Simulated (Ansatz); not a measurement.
Consider a frozen displacement of one atom of Ge, space group Fmmm (Ansatz 0.2.0, Python API).

The script, `ge.py`:
```python
import warnings

import ansatz as az
import numpy as np


def main() -> None:
    warnings.simplefilter("ignore", az.DeckWarning)

    vectors = np.array([
        [0.0, 2.88574, 5.115665],
        [2.630497, 0.0, 5.115665],
        [2.630497, 2.88574, 0.0],
    ])
    structure = (
        az.Lattice.of(vectors)
        .atom("Ge", [0.781867, 0.781867, 0.218133])
        .atom("Ge", [0.218133, 0.218133, 0.781867])
        .atom("Ge", [0.27351, 0.72649, 0.27351])
        .atom("Ge", [0.72649, 0.27351, 0.72649])
    )

    inverse = np.linalg.inv(np.array(structure.lattice.vectors))
    home = np.array(structure.sites[0].position)
    values = np.linspace(-0.1, 0.1, 5)
    energies, pulls = [], []
    for shift in values:
        moved = structure.move(0, to=home + shift * inverse[2])
        model = (
            moved.calculation()
            .functional(az.Functional.R2SCAN)
            .basis(48 * az.Ry)
            .kpoints(6, 6, 6)
            .occupations("fermi_dirac", width=0.1)
            .forces()
        )
        data = model.run(threads=1, backend="cpu").report
        energies.append(data["free_energy_ev"])
        pulls.append(data["forces_ev_ang"][0][2])

    print("shift (A)   dE (eV)   force along z (eV/A)")
    for shift, e, f in zip(values, energies, pulls):
        print(f"{shift:8.3f} {e - energies[2]:10.5f} {f:12.4f}")
    print(f"stiffness from energies {2 * np.polyfit(values, energies, 2)[0]:.3f}, from forces {-np.polyfit(values, pulls, 1)[0]:.3f} eV/A^2")


if __name__ == "__main__":
    main()
```

How stiff is this displacement, and do energies and forces agree?

The curvature of the energy gives 2.197 eV/Å² and the slope of the force 2.225 eV/Å², a positive curvature.

What the script printed:

`python ge.py` gives:
```text
shift (A)   dE (eV)   force along z (eV/A)
  -0.100    0.01398       0.2124
  -0.050    0.00501       0.1437
   0.000    0.00000       0.0520
   0.050    0.00037      -0.0731
   0.100    0.00793      -0.2354
stiffness from energies 2.197, from forces 2.225 eV/A^2
```

Notes:
- For a metal this k-point mesh is coarse: on a finer one energies can move by several to tens of meV an atom and pressures by half a GPa or more, differences at one mesh by less.
- In a metal a curvature from energy changes of a few meV or less hangs on mesh and smearing, in size and even in sign.
- This isn't the structure that Ge takes at ambient conditions.
- All periodic images of the atom move with it, so the curvature is one diagonal element of the zone-centre force constants and no normal mode; a positive value doesn't exclude soft modes in which several atoms move.
- It ran for 110 s on 1 thread of Intel(R) Xeon(R) Processor @ 2.30GHz, on a shared host, peak memory 1 GiB.
